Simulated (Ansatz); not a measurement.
# Al: the cost of one run

Computed with Ansatz 0.2.0 (DFT PBEsol, scalar-relativistic, plane waves, PAW, unless a step's input says otherwise).

2 further runs of the same task are left out: 2 set aside as unsound or not needed. Runs told in other sessions of the task aren't counted.

## Step 1: The system as given

The structure is hexagonal, space group P6_3/mmc (No. 194). The conventional cell has a = 2.836 Å, b = 2.836 Å, c = 9.322 Å, α = 90.00°, β = 90.00°, γ = 120.00°. Al (site symmetry -3m) has 12 Al at 2.84 to 2.85 Å in its first shell of neighbours. Around Al (site symmetry -6m2) lie 12 Al at 2.84 to 2.85 Å.

Structure file:

```
Al
1.0
    -2.83628    0.00000    0.00000
    -1.41814   -2.45629    0.00000
     0.00000    0.00000   18.64430
Al
8
Direct
  0.00000 0.00000 0.50000
  0.00000 0.00000 0.00000
  0.33333 0.33333 0.12500
  0.33333 0.33333 0.62500
  0.00000 0.00000 0.25000
  0.00000 0.00000 0.75000
  0.66667 0.66667 0.37500
  0.66667 0.66667 0.87500
```

It goes back to an entry of the Materials Project, which need not be the stable form.

It is built from the cell relaxed beforehand with the same method (16.24 Å³/atom).

## Step 2: The reference: the undisturbed cell on the scan's mesh

Input file input.yaml:

```yaml
crystal:
  lattice:
    - [-2.8362844918, 0.0, 0.0]
    - [-1.4181422459, -2.4562944223, 0.0]
    - [0.0, 0.0, 18.6442989101]
  atoms:
    - { symbol: Al, position: [0.0, 0.0, 0.5] }
    - { symbol: Al, position: [0.0, 0.0, 0.0] }
    - { symbol: Al, position: [0.3333333333, 0.3333333333, 0.125] }
    - { symbol: Al, position: [0.3333333333, 0.3333333333, 0.625] }
    - { symbol: Al, position: [0.0, 0.0, 0.25] }
    - { symbol: Al, position: [0.0, 0.0, 0.75] }
    - { symbol: Al, position: [0.6666666667, 0.6666666667, 0.375] }
    - { symbol: Al, position: [0.6666666667, 0.6666666667, 0.875] }
basis:
  ecutwfc: 420
kpoints:
  mp_grid: { grid: [19, 19, 3] }
hamiltonian:
  xc: pbesol
scf:
  occupations: { method: gaussian, width: 0.15 }
output:
  forces: true
  stress: true
  eigenvalues: true
  write_density: true
  write_potential: true
  elf: true
  volumetric_format: npy
```

Run with:

```
$ ansatz run input.yaml --threads 2 --pin off --max-ram 5120MiB --backend cpu --events-out ev --progress --plain --runs-dir out
```

**Question.** How long does this run take on 2 threads of AMD EPYC 9R45 (Zen 5), shared host, and how much memory does it need?

About 2.3 s, with a peak of 0.53 GiB.
